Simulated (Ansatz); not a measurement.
# MnSi (P2_13) in Ansatz: band structure with PBEsol

Aim: the band structure of MnSi with PBEsol.

Everything below comes from runs of Ansatz 0.2.0. Logs are shortened: lines on timing, memory, paths and dates and some standing lists are left out, and cuts for length are marked.

**1. The structure**

The structure is cubic, space group P2_13 (No. 198). Conventional cell: a = 4.548 Å, b = 4.548 Å, c = 4.548 Å, α = 90.00°, β = 90.00°, γ = 90.00°. Mn (site symmetry 3) has 7 Si at 2.30 to 2.53 Å as nearest neighbours. Si (site symmetry 3) is surrounded by 7 Mn at 2.30 to 2.53 Å.

**2. Band structure, PBEsol, collinear spin, ferromagnetic start**

input.yaml reads:

```yaml
crystal:
  lattice:
    - [4.548, 0.0, 0.0]
    - [0.0, 4.548, 0.0]
    - [0.0, 0.0, 4.548]
  atoms:
    - { symbol: Mn, position: [0.862, 0.638, 0.362], spin: 4.0 }
    - { symbol: Mn, position: [0.638, 0.362, 0.862], spin: 4.0 }
    - { symbol: Mn, position: [0.362, 0.862, 0.638], spin: 4.0 }
    - { symbol: Mn, position: [0.138, 0.138, 0.138], spin: 4.0 }
    - { symbol: Si, position: [0.154, 0.346, 0.654] }
    - { symbol: Si, position: [0.346, 0.654, 0.154] }
    - { symbol: Si, position: [0.654, 0.154, 0.346] }
    - { symbol: Si, position: [0.846, 0.846, 0.846] }
hamiltonian:
  xc: pbesol
  pseudopotentials: { kind: paw }
magnetization:
  spin_polarized: true
kpoints:
  mp_grid: { grid: [6, 6, 6] }
  band_path:
    path:
      - [[0.0, 0.0, 0.0], [0.0, 0.5, 0.0], [0.5, 0.5, 0.0], [0.0, 0.0, 0.0], [0.5, 0.5, 0.5], [0.0, 0.5, 0.0]]
      - [[0.5, 0.5, 0.0], [0.5, 0.5, 0.5]]
    npoints: 10
scf:
  occupations: { method: fermi_dirac, width: 0.05 }
  n_extra_bands: 20
output:
  forces: true
  stress: true
  eigenvalues: true
  fatbands: true
```

Potentials or basis: Ansatz PAW.

On the command line:

```sh
ansatz run input.yaml --threads 4 --pin off --max-ram 11264MiB --backend cpu --events-out ev --progress --plain --runs-dir out
```

Output:

```text
Warning: RAYON_NUM_THREADS=4 ignored (pool sized by the plan → 4); use --threads N
scf.n_extra_bands = 20 over 38 filled bands (N_el = 76.0): the run solves 58 bands
Engine: ansatz 0.2.0, aarch64-unknown-linux-gnu
Pseudopotentials: kind: paw
Pseudopotential: Mn, paw, valence charge 15, recommended cutoff 420 eV (normal), Mn.paw.azcp
Pseudopotential: Si, paw, valence charge 4, recommended cutoff 420 eV (normal), Si.paw.azcp
Functional definition: PBEsol
  exchange = pbesol_x
  correlation = pbesol_c
Crystal: 8 atoms, lattice volume = 94.072 Å³
Basis set: ecut = 420 eV, 1839 PW (Γ), exchange–correlation on 64×64×64 points (8 copies of the dense FFT grid, shifted against one another)
Bands: 58, of which v1, the nominal top of the filled ones, is band 38 counted from 1 (37 counted from 0)
Symmetry: 12 space group operations
Space group: P213 (ITA 198), of the structure as read, at distance tolerance 4.5e-5 Å
Magnetic group: BNS 198.9 (UNI 1511), of the structure as read, at distance tolerance 4.5e-5 Å
k-points: 24 of 216 (time reversal used)
Non-local potential: Mn, projectors of the file, l = 0: 3, l = 1: 2, l = 2: 3, l = 3: 1
Non-local potential: Si, projectors of the file, l = 0: 2, l = 1: 2, l = 2: 2
PAW form: soft (Blöchl's): semilocal exchange-correlation on the pseudo side does not see the compensation charge
PAW frozen core: Mn, regenerated for the run's functional, and the local potential with it (the file was generated under x = pbe(κ = 0.804, μ = 0.2195149727645171), c = pbe(β = 0.06672455060314922))
PAW frozen core: Si, regenerated for the run's functional, and the local potential with it (the file was generated under x = pbe(κ = 0.804, μ = 0.2195149727645171), c = pbe(β = 0.06672455060314922))
PAW one-centre angular grid: Mn, 590 points (default); XC on 64 Gauss nodes
PAW one-centre angular grid: Si, 110 points (default); XC on 64 Gauss nodes
Initial density: superposition of atomic densities (chi_scale 0.1, normalization cell)
Starting moments: Σ|m| = 16 μB on 4 of 8 sites
Initial wavefunctions: pseudopotential atomic-orbital guess
Functional: x = pbesol(κ = 0.804, μ = 0.12345679012345678), c = pbesol(β = 0.046)
SCF iter   1: F=—  HF=-17971.361861 eV  |F-HF|=—  |Δ(HF+E_count)|=         —  Δρ=2.59e-1 (↑2.59e-1 ↓1.47e-1)  dr2=1.17e1  dr2_m=3.48e1  M=4.034 μB ∫|m|=4.932 μB  β_m=0.30  ethr=3.10e-3  ⟨swp⟩=6.9  Hψ=11140  notcnv=0  defer=21
Mixer restart at iter 1: flushing history
preconditioner: auto → Kerker (q_TF=auto, 2.633 Å⁻¹)  [metal: Δε(μ)=0.026 eV  Ē_g=8.492 eV  σ=0.050 eV  W_gap=0.13  n_scr=26 (ndim 8)  ℏωp=25.4 eV  f_vac=0.000  D(μ)=4.94/eV (n_scr^D=32)]
spin=Collinear: Kerker preconditioning applied to the charge; magnetization (m = ρ↑ − ρ↓) channel mixes plain (no charge-response kernel on spin).
SCF iter   2: F=—  HF=-17961.628024 eV  |F-HF|=—  |Δ(HF+E_count)|=         —  Δρ=9.86e-2 (↑9.86e-2 ↓9.30e-2)  dr2=8.84e-1  dr2_m=7.71e0  M=6.186 μB ∫|m|=7.221 μB  β_m=0.30  ethr=3.10e-3  ⟨swp⟩=3.0  Hψ=5642  notcnv=0  defer=420
Mixer restart at iter 2: flushing history
SCF iter   3: F=—  HF=-17962.411734 eV  |F-HF|=—  |Δ(HF+E_count)|=   7.84e-1  Δρ=7.39e-2 (↑6.17e-2 ↓7.39e-2)  dr2=9.00e-1  dr2_m=3.83e0  M=6.147 μB ∫|m|=7.187 μB  β_m=0.65  ethr=1.16e-3  ⟨swp⟩=2.0  Hψ=3380  notcnv=0  defer=420
SCF iter   4: F=—  HF=-17965.837135 eV  |F-HF|=—  |Δ(HF+E_count)|=    3.43e0  Δρ=5.81e-2 (↑5.81e-2 ↓3.91e-2)  dr2=3.65e-1  dr2_m=1.95e0  M=4.082 μB ∫|m|=4.948 μB  β_m=0.71  ethr=1.16e-3  ⟨swp⟩=3.0  Hψ=5425  notcnv=0  defer=420
SCF iter   5: F=—  HF=-17965.017164 eV  |F-HF|=—  |Δ(HF+E_count)|=   8.20e-1  Δρ=4.49e-3 (↑4.49e-3 ↓4.47e-3)  dr2=4.95e-2  dr2_m=6.18e-3  M=3.785 μB ∫|m|=4.480 μB  β_m=0.76  ethr=4.81e-4  ⟨swp⟩=3.3  Hψ=5454  notcnv=0  defer=413
SCF iter   6: F=—  HF=-17965.271694 eV  |F-HF|=—  |Δ(HF+E_count)|=   2.55e-1  Δρ=9.02e-3 (↑9.02e-3 ↓6.51e-3)  dr2=1.88e-1  dr2_m=1.54e-3  M=3.800 μB ∫|m|=4.405 μB  β_m=0.88  ethr=6.51e-5  ⟨swp⟩=2.0  Hψ=4047  notcnv=0  defer=413  recentre
SCF iter   7: F=—  HF=-17965.314030 eV  |F-HF|=—  |Δ(HF+E_count)|=   4.23e-2  Δρ=5.79e-3 (↑5.79e-3 ↓5.42e-3)  dr2=3.58e-3  dr2_m=2.53e-2  M=3.900 μB ∫|m|=4.559 μB  β_m=0.78  ethr=6.51e-5  ⟨swp⟩=2.6  Hψ=4770  notcnv=0  defer=413
SCF iter   8: F=—  HF=-17965.331970 eV  |F-HF|=—  |Δ(HF+E_count)|=   1.79e-2  Δρ=4.13e-3 (↑4.13e-3 ↓1.06e-3)  dr2=8.84e-3  dr2_m=5.42e-3  M=3.884 μB ∫|m|=4.503 μB  β_m=0.89  ethr=4.71e-6  ⟨swp⟩=2.5  Hψ=4826  notcnv=0  defer=413
SCF iter   9: F=—  HF=-17965.334410 eV  |F-HF|=—  |Δ(HF+E_count)|=   2.44e-3  Δρ=1.54e-3 (↑1.54e-3 ↓5.92e-4)  dr2=8.88e-4  dr2_m=9.43e-4  M=3.888 μB ∫|m|=4.496 μB  β_m=0.94  ethr=4.71e-6  ⟨swp⟩=2.5  Hψ=4560  notcnv=0  defer=419
SCF iter  10: F=—  HF=-17965.334332 eV  |F-HF|=—  |Δ(HF+E_count)|=   7.83e-5  Δρ=1.30e-4 (↑6.56e-5 ↓1.30e-4)  dr2=7.31e-6  dr2_m=7.66e-6  M=3.886 μB ∫|m|=4.487 μB  β_m=0.97  ethr=1.17e-6  ⟨swp⟩=2.1  Hψ=3574  notcnv=0  defer=419
SCF iter  11: F=—  HF=-17965.334315 eV  |F-HF|=—  |Δ(HF+E_count)|=   1.72e-5  Δρ=4.32e-5 (↑4.32e-5 ↓1.21e-5)  dr2=2.68e-6  dr2_m=2.77e-7  M=3.885 μB ∫|m|=4.485 μB  β_m=0.99  ethr=9.62e-9  ⟨swp⟩=1.9  Hψ=3292  notcnv=0  defer=419
SCF iter  12: F=—  HF=-17965.334315 eV  |F-HF|=—  |Δ(HF+E_count)|=   3.48e-8  Δρ=1.65e-6 (↑1.28e-6 ↓1.65e-6)  dr2=6.55e-9  dr2_m=1.28e-10  M=3.885 μB ∫|m|=4.485 μB  β_m=0.97  ethr=3.52e-9  ⟨swp⟩=2.0  Hψ=3415  notcnv=0  defer=419
SCF iter  13: F=-17965.334315 eV  HF=-17965.334315 eV  |F-HF|=1.53e-8  |Δ(HF+E_count)|=   3.28e-9  Δρ=2.02e-6 (↑2.02e-6 ↓2.00e-6)  dr2=1.70e-8  dr2_m=7.39e-12  M=3.885 μB ∫|m|=4.485 μB  ethr=8.62e-12  ⟨swp⟩=8.2  Hψ=11799  notcnv=0
SCF 1 converged in 13 iterations: F = -17965.334315 eV  dr2 = 1.70e-8
NSCF: frozen V_eff on 62 k-points
SCF converged after 13 iterations
Magnetization: 3.8850 μB (39.9425 up, 36.0575 down)
Absolute magnetization: 4.4853 μB (∫|ρ↑−ρ↓|, with the PAW one-centre terms)
Spin contamination: 0.0642 ħ² per cell (⟨S²⟩ above its minimum at these occupations)
Per-site moments (μB) at R_I (Å): [(0.9815446232151294, 0.9488288639215608), (0.9815446232151294, 0.9488288639215608), (0.9815446232151294, 0.9488288639215608), (0.981544623215129, 0.9488288639215608), (-0.03914543430145045, 0.9488288639215608), (-0.0391454343014503, 0.9488288639215608), (-0.03914543430145027, 0.9488288639215608), (-0.0391454343014504, 0.9488288639215608)]
Free energy (F): -17965.334315 eV
Harris-Foulkes:  -17965.334315 eV  (|F-HF|=1.53e-8)
Internal energy: -17965.286255 eV  (E = F + TS)
E sigma→0 (E₀):  -17965.310285 eV
Entropy (-TS):   -0.048060 eV (-6.007 meV/atom)
Fermi energy:    15.596845 eV
--- Per-component energies (eV) ---
  E_band       = -746.246877
  E_kinetic    = 1416.355717
  E_local      = -8610.239084  (includes V_loc(G=0)·N_el)
  E_nonlocal   = 1057.496446
  E_hartree    = 3686.002373
  E_xc         = -686.364995
  E_vxc        = -789.128897  (∫ρ·V_xc dr)
  E_paw        = -7070.948997  (= ΣΔE_a)
  E_vpaw       = -1192.751398  (= ΣTr[D̂ρ^β])
  E_aug_tail   = -0.000014  (compensation charges beyond the density's cutoff)
  E_ewald      = -7758.392544
  E_core_change = 0.804844  (= ΣΔE_core)
  E_smearing   = -0.048060  (= −TS)
  E_closure    = 0.000000  (closes the sum)
  Σ components = -17965.334315   (vs F -17965.334315, Δ=0.00e0)
--- Forces (eV/Å), atoms counted from 1 ---
  atom   1  Mn     0.16135641    -0.16135641     0.16135641
  atom   2  Mn    -0.16135641     0.16135641     0.16135641
  atom   3  Mn     0.16135641     0.16135641    -0.16135641
  atom   4  Mn    -0.16135641    -0.16135641    -0.16135641
  atom   5  Si     0.06704929    -0.06704929     0.06704929
  atom   6  Si    -0.06704929     0.06704929     0.06704929
  atom   7  Si     0.06704929     0.06704929    -0.06704929
  atom   8  Si    -0.06704929    -0.06704929    -0.06704929
  max |Σ_I F_I| component: 4.16e-17 eV/Å
--- Stress (GPa, compression-positive) ---
      -10.766303       0.000000      -0.000000
        0.000000     -10.766303       0.000000
       -0.000000       0.000000     -10.766303
  P = ⅓ Tr σ = -10.7663 GPa (-107.663 kbar)
--- Band table (eV; the first three rows and the last of 48) ---
  k-point 0 ↑: bands = ["-63.6311", "-63.6065", "-63.6065", "-63.6065", "-32.6019", "-32.6019", "-32.6019", "-32.5321", "-32.5321", "-32.5281", "-32.5281", "-32.5281", "-32.4474", "-32.4474", "-32.4474", "-32.3915", "2.8309", "7.8366", "7.8366", "7.8366", "10.7280", "10.7280", "10.7280", "12.0975", "12.0975", "12.0975", "12.6691", "12.8958", "12.8958", "13.1778", "13.1778", "13.1778", "13.6951", "13.6951", "13.6951", "15.2459", "15.2459", "15.2459", "15.3164", "15.3164", "16.3259", "16.3259", "16.3259", "18.4933", "18.4933", "18.4933", "19.2081", "19.2081", "19.6846", "19.6846", "19.6846", "21.1346", "22.3527", "22.3527", "22.3527", "23.8363", "23.8363", "23.8363"]
  k-point 1 ↑: bands = ["-63.6299", "-63.6105", "-63.6061", "-63.6042", "-32.6157", "-32.6065", "-32.5837", "-32.5388", "-32.5372", "-32.5276", "-32.5266", "-32.5164", "-32.4495", "-32.4484", "-32.4427", "-32.3951", "3.0290", "6.8685", "7.9465", "8.5166", "10.1605", "10.8449", "11.2808", "11.4805", "11.7366", "12.5671", "12.8533", "12.9174", "13.0779", "13.1541", "13.2015", "13.2238", "13.5608", "13.6767", "13.9577", "15.0012", "15.0612", "15.2639", "15.3229", "15.5240", "16.0638", "16.2522", "16.7501", "17.9738", "18.2133", "18.5206", "18.5270", "19.4462", "19.9332", "20.0474", "20.1765", "21.4984", "21.6292", "22.8112", "22.8725", "23.1292", "23.1336", "24.3253"]
  k-point 2 ↑: bands = ["-63.6264", "-63.6157", "-63.6051", "-63.6035", "-32.6227", "-32.6156", "-32.5650", "-32.5446", "-32.5438", "-32.5304", "-32.5181", "-32.5095", "-32.4506", "-32.4501", "-32.4331", "-32.4051", "3.6089", "5.6743", "8.2603", "8.9405", "9.8905", "10.8579", "10.9924", "11.3279", "12.0007", "12.2556", "12.9730", "13.0329", "13.1551", "13.1739", "13.3023", "13.3757", "13.5167", "13.8268", "14.0500", "14.6198", "14.9872", "15.1333", "15.3702", "15.5769", "15.8683", "16.0531", "17.1919", "17.7108", "17.7631", "17.9510", "18.9827", "19.8414", "20.3153", "20.3384", "20.9636", "21.3452", "21.5360", "21.8623", "22.1573", "23.0890", "24.3117", "24.9945"]
  k-point 23 ↓: bands = ["-62.5047", "-62.5047", "-62.5047", "-62.5047", "-31.5978", "-31.5978", "-31.5978", "-31.5978", "-31.3975", "-31.3975", "-31.3975", "-31.3975", "-31.3034", "-31.3034", "-31.3034", "-31.3034", "6.7382", "6.7382", "6.7382", "6.7382", "9.5110", "9.5110", "9.5110", "9.5110", "13.4764", "13.4764", "13.4764", "13.4764", "13.7549", "13.7549", "13.7549", "13.7549", "15.6623", "15.6623", "15.6623", "15.6623", "15.8215", "15.8215", "15.8215", "15.8215", "16.8401", "16.8401", "16.8401", "16.8401", "20.8482", "20.8482", "20.8482", "20.8482", "21.7126", "21.7126", "21.7126", "21.7126", "23.7506", "23.7506", "23.7506", "23.7506", "25.6408", "25.6408"]
```

Wall time 31 s (4 threads of Arm Neoverse V2, shared host); peak memory 0.64 GiB.

What came out:

* Free energy: -17965.3343 eV
* Pressure: -10.8 GPa
* Largest force: 0.279 eV/Å
* Band gap on the k mesh: none (metal or under the smearing width)
* Net moment: 3.89 μB per cell
* Absolute moment: 4.49 μB per cell
* Site moments: Mn +0.98; Si -0.04 μB

Forces in eV/Å, atoms in the order of the input:
```
Mn   0.161 -0.161  0.161
Mn  -0.161  0.161  0.161
Mn   0.161  0.161 -0.161
Mn  -0.161 -0.161 -0.161
Si   0.067 -0.067  0.067
Si  -0.067  0.067  0.067
Si   0.067  0.067 -0.067
Si  -0.067 -0.067 -0.067
```

Levels at the corners of the path, in eV from the Fermi level:
Spin up:
```csv
point,band 38,band 39,band 40,band 41,band 42,band 43
Γ,-0.35,-0.28,-0.28,0.73,0.73,0.73
X,-0.58,-0.11,-0.11,0.25,0.25,1.77
M,-1.02,-0.55,-0.55,0.71,0.71,1.25
Γ,-0.35,-0.28,-0.28,0.73,0.73,0.73
R,-0.67,-0.67,-0.67,0.55,0.55,0.55
X,-0.58,-0.11,-0.11,0.25,0.25,1.77
M,-1.02,-0.55,-0.55,0.71,0.71,1.25
R,-0.67,-0.67,-0.67,0.55,0.55,0.55
```
Spin down:
```csv
point,band 32,band 33,band 34,band 35,band 36,band 37,band 38,band 39,band 40,band 41
Γ,-1.83,-1.39,-1.39,-1.39,0.64,0.64,0.64,0.95,0.95,1.51
X,-1.79,-1.17,-1.17,-0.42,-0.42,0.57,0.57,0.88,0.88,1.02
M,-0.98,-0.60,-0.60,-0.50,-0.50,-0.25,-0.25,0.57,0.57,1.42
Γ,-1.83,-1.39,-1.39,-1.39,0.64,0.64,0.64,0.95,0.95,1.51
R,-1.84,0.07,0.07,0.07,0.07,0.22,0.22,0.22,0.22,1.24
X,-1.79,-1.17,-1.17,-0.42,-0.42,0.57,0.57,0.88,0.88,1.02
M,-0.98,-0.60,-0.60,-0.50,-0.50,-0.25,-0.25,0.57,0.57,1.42
R,-1.84,0.07,0.07,0.07,0.07,0.22,0.22,0.22,0.22,1.24
```

Caveat: the PAW data sets come from PBE, with cores solved anew for the run's functional, which leaves a small shift of forces and pressure.
